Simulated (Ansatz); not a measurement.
# C₂H₄BN: taking an electron away

Aim: the vertical ionisation energy of C₂H₄BN, as cation minus neutral at the neutral's geometry, on several levels, and how well −ε(HOMO) stands in for it.

Computed with Ansatz 0.2.0, Gaussian basis. Level: unrestricted cation, the program's frozen cores in correlated methods.

Levels to be run: UKS PBE-D4/def2-TZVPP; UKS r2SCAN-D4/def2-TZVPP; UKS PBE0-D4/def2-TZVPP; UKS B3LYP-D4/def2-TZVPP; UKS wB97X-V/def2-TZVPP; UKS wB97M-V/def2-TZVPP; UKS B2PLYP/def2-TZVPP; UHF-CCSD(T)/def2-TZVPP; UHF-MP2/def2-QZVPP; extrapolation to the limit; then −ε(HOMO) from the neutral's earlier runs with LDA (SPW92), PBE-D4, revPBE-D4, BLYP-D4, r2SCAN-D4, B97M-V, PBE0-D4, B3LYP-D4, r2SCANh-D4, r2SCAN0-D4, HSE06-D4, BHLYP-D4, CAM-B3LYP-D4, LC-ωPBE, ωB97X-V, ωB97M-V.

## 1. The relaxed structure

The geometry comes from an earlier relaxation with PBE0-D4 in a triple-zeta def2 set; it is a stationary point, not always the lowest conformer.

SMILES `CC1=NB1`, 8 atoms, charge 0, spin multiplicity 1.

Atoms are counted from 1 here; the program's logs count them from 0.

Bond lengths: C1–C2 1.470 Å, C1–H5 1.093 Å, C1–H6 1.091 Å, C1–H7 1.093 Å, C2–N3 1.306 Å, C2–B4 1.445 Å, N3–B4 1.426 Å, B4–H8 1.181 Å. Angles: C2–C1–H5 109.5°, C2–C1–H6 111.4°, C2–C1–H7 109.7°, H5–C1–H6 109.8°, H5–C1–H7 106.5°, H6–C1–H7 109.9°, C1–C2–N3 132.3°, C1–C2–B4 165.5°, N3–C2–B4 62.2°, C2–N3–B4 63.7°, C2–B4–N3 54.1°, C2–B4–H8 161.7°, N3–B4–H8 144.2°.

## 2. Cation, UKS PBE-D4/def2-TZVPP

File in.yaml:

```yaml
crystal:
  periodic: [false, false, false]
  atoms:
    - {symbol: C, position_ang: [0.261400, 1.131090, -0.182919]}
    - {symbol: C, position_ang: [-0.104032, -0.267639, 0.080841]}
    - {symbol: N, position_ang: [-1.044094, -0.808789, 0.808474]}
    - {symbol: B, position_ang: [-0.182518, -1.710073, 0.117347]}
    - {symbol: H, position_ang: [0.194892, 1.328612, -1.255844]}
    - {symbol: H, position_ang: [-0.385799, 1.821945, 0.360410]}
    - {symbol: H, position_ang: [1.303848, 1.298228, 0.098831]}
    - {symbol: H, position_ang: [0.048403, -2.850471, -0.082941]}
basis:
  gaussian: {orbitals: def2-TZVPP}
total_charge: 1
magnetization: {spin_polarized: true, initial_magnetization: 1}
hamiltonian: {xc: pbe, dispersion: d4}
```

Command:

```console
$ ansatz run in.yaml --threads 2 --pin off --events-out ev --progress --plain --max-ram 4352MiB
```

The runs that follow: Cation, UKS r2SCAN-D4/def2-TZVPP; Cation, UKS PBE0-D4/def2-TZVPP; Cation, UKS B3LYP-D4/def2-TZVPP; Cation, UKS wB97X-V/def2-TZVPP; Cation, UKS wB97M-V/def2-TZVPP; Cation, UKS B2PLYP (frozen core)/def2-TZVPP; Cation, UHF-CCSD(T)/def2-TZVPP; Cation, UHF-MP2/def2-QZVPP.

Before running them: what should the planned runs give, taken together? Wanted: ionisation energy, CCSD(T)/CBS; nearest functional by difference; nearest −ε(HOMO); −ε(HOMO) of PBE; T1 of the cation.

**Answer**, as computed:

```
                        quantity               value
  ionisation energy, CCSD(T)/CBS             9.74 eV
nearest functional by difference  ωB97M-V (-0.06 eV)
                nearest −ε(HOMO)  ωB97X-V (-0.15 eV)
                 −ε(HOMO) of PBE             5.79 eV
                T1 of the cation               0.026
```

In words: By cation minus neutral, the functionals miss by 0.30 eV at most. −ε(HOMO) of PBE misses by 4.0 eV, since self-interaction lifts the level. Among orbital estimates ωB97X-V comes nearest. Hartree-Fock falls 0.98 eV short, as the neutral has more correlation energy than the cation.
